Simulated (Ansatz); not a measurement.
# C₃HMgN: geometry at several levels

The task, for C₃HMgN: geometry at several levels.

Method: the levels named in each step, in Ansatz 0.2.0.

**1. The system as given**

Bond lengths: N1–C2 1.151 Å, C2–C3 1.367 Å, C3–C4 1.218 Å, C4–Mg5 2.068 Å, Mg5–H6 1.598 Å. Angles: N1–C2–C3 180.0°, C2–C3–C4 180.0°, C3–C4–Mg5 180.0°, C4–Mg5–H6 180.0°.

Structure file:

```xyz
6

N     0.0000    0.0000   -3.4352
C     0.0000    0.0000   -2.2845
C     0.0000    0.0000   -0.9174
C     0.0000    0.0000    0.3009
Mg    0.0000    0.0000    2.3693
H     0.0000    0.0000    3.9669
```

**2. A rough first relaxation, PBE-D4/def2-SVP**

The input, input.yaml:

```yaml
crystal:
  periodic: [false, false, false]
  atoms:
    - { symbol: "N", position_ang: [0.0, 0.0, -3.43518] }
    - { symbol: C, position_ang: [0.0, 0.0, -2.2845] }
    - { symbol: C, position_ang: [0.0, 0.0, -0.91742] }
    - { symbol: C, position_ang: [0.0, 0.0, 0.30088] }
    - { symbol: Mg, position_ang: [0.0, 0.0, 2.36929] }
    - { symbol: H, position_ang: [0.0, 0.0, 3.96693] }
basis:
  gaussian: { orbitals: def2-SVP }
hamiltonian:
  xc: pbe
  dispersion: d4
relax:
  f_tol: 0.03
  max_steps: 200
```

Started as:

```bash
$ ansatz run input.yaml --threads 2 --pin off --max-ram 5120MiB --backend cpu --events-out ev --progress --plain --runs-dir out
```

The runs that follow: Relaxation, HF/STO-3G; Relaxation, HF/6-31G*; Relaxation, LDA/def2-SVP; Relaxation, PBE-D4/def2-SVP; Relaxation, PBE0-D4/def2-TZVPP; Relaxation, MP2/def2-TZVPP.

What does the calculation give? Wanted: N1–C2 at MP2/def2-TZVPP; C2–C3 at MP2/def2-TZVPP; C3–C4 at MP2/def2-TZVPP.

The runs gave:

```
               quantity    value
N1–C2 at MP2/def2-TZVPP  1.178 Å
C2–C3 at MP2/def2-TZVPP  1.372 Å
C3–C4 at MP2/def2-TZVPP  1.238 Å
```

In words: The N–C distance spreads over 0.043 Å, from HF/6-31G* (shortest) to PBE-D4/def2-SVP.
